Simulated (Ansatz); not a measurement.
**C4H6S3: vertical ionisation energy**

One table from this session's results is given with a row withheld; the runs are named, their logs left out.

The runs use Ansatz 0.2.0, Gaussian basis; unrestricted cation, the program's frozen cores in correlated methods.

Levels to be run: UKS PBE-D4/def2-TZVPP; UKS r2SCAN-D4/def2-TZVPP; UKS PBE0-D4/def2-TZVPP; UKS B3LYP-D4/def2-TZVPP; UKS wB97X-V/def2-TZVPP; UKS wB97M-V/def2-TZVPP; UKS B2PLYP/def2-TZVPP; UHF-CCSD(T)/def2-TZVPP; UHF-MP2/def2-QZVPP; extrapolation to the limit; then −ε(HOMO) from the neutral's earlier runs with LDA (SPW92), PBE-D4, revPBE-D4, BLYP-D4, r2SCAN-D4, B97M-V, PBE0-D4, B3LYP-D4, r2SCANh-D4, r2SCAN0-D4, HSE06-D4, BHLYP-D4, CAM-B3LYP-D4, LC-ωPBE, ωB97X-V, ωB97M-V.

## The geometry

An earlier PBE0-D4 in a triple-zeta def2 set relaxation fixed the geometry.

SMILES `S=C1SCCCS1`, 13 atoms, charge 0, spin multiplicity 1.

Atoms are counted from 1 here; the program's logs count them from 0.

Bond lengths: S1–C2 1.637 Å, C2–S3 1.726 Å, C2–S7 1.726 Å, S3–C4 1.814 Å, C4–C5 1.511 Å, C4–H8 1.092 Å, C4–H9 1.093 Å, C5–C6 1.511 Å, C5–H10 1.093 Å, C5–H11 1.095 Å, C6–S7 1.814 Å, C6–H12 1.093 Å, C6–H13 1.092 Å. Angles: S1–C2–S3 117.2°, S1–C2–S7 117.2°, S3–C2–S7 125.5°, C2–S3–C4 108.1°, S3–C4–C5 114.7°, S3–C4–H8 103.5°, S3–C4–H9 108.8°, C5–C4–H8 111.1°, C5–C4–H9 110.6°, H8–C4–H9 107.7°, C4–C5–C6 111.7°, C4–C5–H10 110.5°, C4–C5–H11 108.2°, C6–C5–H10 110.5°, C6–C5–H11 108.2°, H10–C5–H11 107.5°, C5–C6–S7 114.7°, C5–C6–H12 110.6° and more.

Coordinates:

```xyz
13
charge 0, multiplicity 1
S     2.3984   -2.8167   -0.1071
C     1.3553   -1.5586   -0.0040
S    -0.2403   -1.9010    0.5565
C    -1.1566   -0.3381    0.6402
C    -0.7985    0.6624   -0.4346
C     0.6046    1.1958   -0.2579
S     1.9194   -0.0201   -0.5447
H    -2.1998   -0.6495    0.5549
H    -1.0203    0.0981    1.6331
H    -0.9181    0.2190   -1.4265
H    -1.4959    1.5041   -0.3648
H     0.7311    1.6235    0.7401
H     0.8207    1.9811   -0.9852
```

The first run:

in.yaml reads:

```yaml
crystal:
  periodic: [false, false, false]
  atoms:
    - {symbol: S, position_ang: [2.398371, -2.816651, -0.107148]}
    - {symbol: C, position_ang: [1.355334, -1.558604, -0.004010]}
    - {symbol: S, position_ang: [-0.240348, -1.900979, 0.556510]}
    - {symbol: C, position_ang: [-1.156602, -0.338095, 0.640191]}
    - {symbol: C, position_ang: [-0.798487, 0.662429, -0.434563]}
    - {symbol: C, position_ang: [0.604627, 1.195751, -0.257853]}
    - {symbol: S, position_ang: [1.919391, -0.020074, -0.544720]}
    - {symbol: H, position_ang: [-2.199795, -0.649496, 0.554912]}
    - {symbol: H, position_ang: [-1.020348, 0.098108, 1.633138]}
    - {symbol: H, position_ang: [-0.918074, 0.218979, -1.426499]}
    - {symbol: H, position_ang: [-1.495934, 1.504122, -0.364788]}
    - {symbol: H, position_ang: [0.731128, 1.623470, 0.740063]}
    - {symbol: H, position_ang: [0.820726, 1.981051, -0.985246]}
basis:
  gaussian: {orbitals: def2-TZVPP}
total_charge: 1
magnetization: {spin_polarized: true, initial_magnetization: 1}
hamiltonian: {xc: pbe, dispersion: d4}
```

Run with:

```sh
$ ansatz run in.yaml --threads 2 --pin off --events-out ev --progress --plain --max-ram 31744MiB --backend cuda --devices 0, --max-vram 18GiB
```

Among the steps run: Cation, UKS PBE-D4/def2-TZVPP; Cation, UKS r2SCAN-D4/def2-TZVPP; Cation, UKS PBE0-D4/def2-TZVPP; Cation, UKS B3LYP-D4/def2-TZVPP; Cation, UKS wB97X-V/def2-TZVPP; Cation, UKS wB97M-V/def2-TZVPP; Cation, UKS B2PLYP (frozen core)/def2-TZVPP; Cation, UHF-CCSD(T)/def2-TZVPP; Cation, UHF-MP2/def2-QZVPP.

One of the session's tables, all rows but one given; the rest of the session is left out.

It belongs to the step «Ionisation energies side by side». For comparison, −ε(HOMO) of the neutral from earlier runs:

| functional | −ε(HOMO) (eV) |
| --- | --- |
| LDA (SPW92) | 5.36 |
| PBE-D4 | 5.20 |
| revPBE-D4 | 5.14 |
| BLYP-D4 | 5.02 |
| r2SCAN-D4 | 5.41 |
| B97M-V | 5.47 |
| PBE0-D4 | 6.35 |
| B3LYP-D4 | 6.10 |
| r2SCANh-D4 | 5.84 |
| r2SCAN0-D4 | 6.49 |
| HSE06-D4 | 5.96 |
| BHLYP-D4 | ? |
| CAM-B3LYP-D4 | 7.62 |
| LC-ωPBE | 9.02 |
| ωB97X-V | 8.66 |
| ωB97M-V | 8.49 |

Estimate the missing values for BHLYP-D4.

Worked estimate for «−ε(HOMO) (eV)». Against the share of exact exchange, BLYP-D4 (0, 5.02), B3LYP-D4 (0.2, 6.10) give a slope of 5.40 per unit share; at 0.5 the line stands at 7.72.

**Answer.** −ε(HOMO) (eV): 7.36. In «−ε(HOMO) (eV)» the line misses by +0.36.
